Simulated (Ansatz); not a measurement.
**C2H7ClFN2Ta: vertical ionisation energy**

One table from this session's results is given with a row withheld; the runs are named, their logs left out.

The runs use Ansatz 0.2.0, Gaussian basis; unrestricted cation, the program's frozen cores in correlated methods.

Plan: UKS PBE-D4/def2-TZVPP; UKS r2SCAN-D4/def2-TZVPP; UKS PBE0-D4/def2-TZVPP; UKS B3LYP-D4/def2-TZVPP; UKS wB97X-V/def2-TZVPP; UKS wB97M-V/def2-TZVPP; UKS B2PLYP/def2-TZVPP; UHF-CCSD(T)/def2-TZVPP; UHF-MP2/def2-QZVPP; extrapolation to the limit; then −ε(HOMO) from the neutral's earlier runs with LDA (SPW92), PBE-D4, revPBE-D4, BLYP-D4, r2SCAN-D4, B97M-V, PBE0-D4, B3LYP-D4, r2SCANh-D4, r2SCAN0-D4, HSE06-D4, BHLYP-D4, CAM-B3LYP-D4, LC-ωPBE, ωB97X-V, ωB97M-V.

## The relaxed structure

The geometry comes from an earlier relaxation with PBE0-D4 in a triple-zeta def2 set; it is a stationary point, not always the lowest conformer. Ta takes the def2 core potential; no spin-orbit term is included.

SMILES `C[N](C)[Ta](=[NH])([F])[Cl]`, 14 atoms, charge 0, spin multiplicity 1.

Atoms are counted from 1 here; the program's logs count them from 0.

Bond lengths: C1–N2 1.455 Å, C1–H8 1.097 Å, C1–H9 1.096 Å, C1–H10 1.096 Å, N2–C3 1.446 Å, N2–Ta4 1.956 Å, C3–H11 1.088 Å, C3–H12 1.097 Å, C3–H13 1.097 Å, Ta4–N5 1.761 Å, Ta4–F6 1.893 Å, Ta4–Cl7 2.327 Å, N5–H14 1.006 Å. Angles: N2–C1–H8 111.4°, N2–C1–H9 110.9°, N2–C1–H10 111.0°, H8–C1–H9 107.2°, H8–C1–H10 107.5°, H9–C1–H10 108.7°, C1–N2–C3 112.5°, C1–N2–Ta4 115.9°, C3–N2–Ta4 131.6°, N2–C3–H11 109.9°, N2–C3–H12 110.6°, N2–C3–H13 110.7°, H11–C3–H12 108.8°, H11–C3–H13 108.9°, H12–C3–H13 107.7°, N2–Ta4–N5 103.9°, N2–Ta4–F6 108.8°, N2–Ta4–Cl7 108.8° and more.

Geometry (Å):

```xyz
14
C2H7ClFN2Ta
C     0.35662   -1.57743    0.53974
N     0.08971   -0.31150   -0.12698
C     0.29723   -0.38452   -1.55627
Ta   -0.48447    1.15805    1.02932
N    -0.77653    2.48780   -0.08767
F    -2.06138    0.63969    1.93978
Cl    1.23438    1.66083    2.51574
H     0.18593   -1.50365    1.62052
H     1.39943   -1.88327    0.39594
H    -0.29789   -2.36883    0.15644
H     0.07928    0.57873   -2.01263
H     1.33567   -0.65668   -1.78300
H    -0.35332   -1.14596   -2.00473
H    -1.00465    3.30674   -0.62618
```

The first run:

The input, in.yaml:

```yaml
crystal:
  periodic: [false, false, false]
  atoms:
    - {symbol: C, position_ang: [0.356621, -1.577428, 0.539736]}
    - {symbol: N, position_ang: [0.089711, -0.311495, -0.126982]}
    - {symbol: C, position_ang: [0.297228, -0.384523, -1.556265]}
    - {symbol: Ta, position_ang: [-0.484469, 1.158048, 1.029323]}
    - {symbol: N, position_ang: [-0.776529, 2.487799, -0.087668]}
    - {symbol: F, position_ang: [-2.061383, 0.639686, 1.939776]}
    - {symbol: Cl, position_ang: [1.234384, 1.660831, 2.515744]}
    - {symbol: H, position_ang: [0.185932, -1.503650, 1.620518]}
    - {symbol: H, position_ang: [1.399433, -1.883273, 0.395945]}
    - {symbol: H, position_ang: [-0.297887, -2.368827, 0.156437]}
    - {symbol: H, position_ang: [0.079278, 0.578729, -2.012632]}
    - {symbol: H, position_ang: [1.335667, -0.656681, -1.782995]}
    - {symbol: H, position_ang: [-0.353322, -1.145965, -2.004734]}
    - {symbol: H, position_ang: [-1.004652, 3.306737, -0.626183]}
basis:
  gaussian: {orbitals: def2-TZVPP}
total_charge: 1
magnetization: {spin_polarized: true, initial_magnetization: 1}
hamiltonian: {xc: pbe, dispersion: d4}
```

Steps of the session up to this table: Cation, UKS PBE-D4/def2-TZVPP; Cation, UKS r2SCAN-D4/def2-TZVPP; Cation, UKS PBE0-D4/def2-TZVPP; Cation, UKS B3LYP-D4/def2-TZVPP; Cation, UKS wB97X-V/def2-TZVPP; Cation, UKS wB97M-V/def2-TZVPP; Cation, UKS B2PLYP (frozen core)/def2-TZVPP; Cation, UHF-CCSD(T)/def2-TZVPP; Cation, UHF-MP2/def2-QZVPP.

One of the session's tables, all rows but one given; the rest of the session is left out.

Orbital estimates, from the neutral's runs:

| functional | −ε(HOMO) (eV) |
| --- | --- |
| LDA (SPW92) | 6.24 |
| PBE-D4 | 6.08 |
| revPBE-D4 | 6.02 |
| BLYP-D4 | 5.97 |
| r2SCAN-D4 | 6.33 |
| B97M-V | 6.43 |
| PBE0-D4 | 7.36 |
| B3LYP-D4 | 7.15 |
| r2SCANh-D4 | 6.81 |
| r2SCAN0-D4 | ? |
| HSE06-D4 | 6.96 |
| BHLYP-D4 | 8.56 |
| CAM-B3LYP-D4 | 8.71 |
| LC-ωPBE | 10.03 |
| ωB97X-V | 9.69 |
| ωB97M-V | 9.60 |

Q: Estimate the row for r2SCAN0-D4 from the others.

Worked estimate for «−ε(HOMO) (eV)». Against the share of exact exchange, r2SCAN-D4 (0, 6.33), r2SCANh-D4 (0.1, 6.81) give a slope of 4.80 per unit share; at 0.25 the line stands at 7.53.

As computed: −ε(HOMO) (eV): 7.53. In «−ε(HOMO) (eV)» the line misses by 0.00.
